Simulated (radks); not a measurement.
**V²⁺ in [Ar] 3d2 4s1: an all-electron calculation**

The task here is to estimate one member of a computed series from the others.

Program: radks (a radial shooting solver on a logarithmic mesh, Libxc functionals) version 1. Level of theory: Dirac Kohn-Sham, PBE, spin-unpolarised, spherical densities, finite nucleus; open shells fill j = l - 1/2 first. These are calculated values, not measurements, unless marked.

## The system

- element: vanadium (Z = 23)
- charge: +2
- electrons: 21
- configuration: [Ar] 3d2 4s1
- nuclear rms radius: 3.6002 fm

Set-up of the first run:

Settings of this run:

```text
Z 23
configuration [Ar] 3d2 4s1
relativity Dirac
functional pbe,pbe
spin unpolarised
j_filling energy
nucleus finite rms 3.6002 fm
c 137.035999084
```

One of the session's tables, all rows but one given; the rest of the session is left out.

It belongs to the step «Radial structure». Radial moments (bohr):

```
level      <r>  outermost maximum (interpolated)  90 % within  nodes
1s1/2  0.06644                            0.0435        0.119      0
2s1/2   0.3080                             0.256        0.479      1
2p1/2   0.2722                             0.207        0.448      0
2p3/2   0.2750                             0.209        0.452      0
3s1/2   0.9387                             0.816         1.40      2
3p1/2        ?                                 ?            ?      ?
3p3/2    1.000                             0.842         1.53      1
3d3/2    1.215                             0.858         2.04      0
3d5/2    1.218                             0.860         2.05      0
4s1/2    2.687                              2.38         3.92      3
```

Q: Estimate the row for 3p1/2 from the others.

As computed: <r>: 0.9924; outermost maximum (interpolated): 0.835; 90 % within: 1.52; nodes: 1. In the column «<r>» it lies between 3s1/2 (0.9387) and 3p3/2 (1.000).
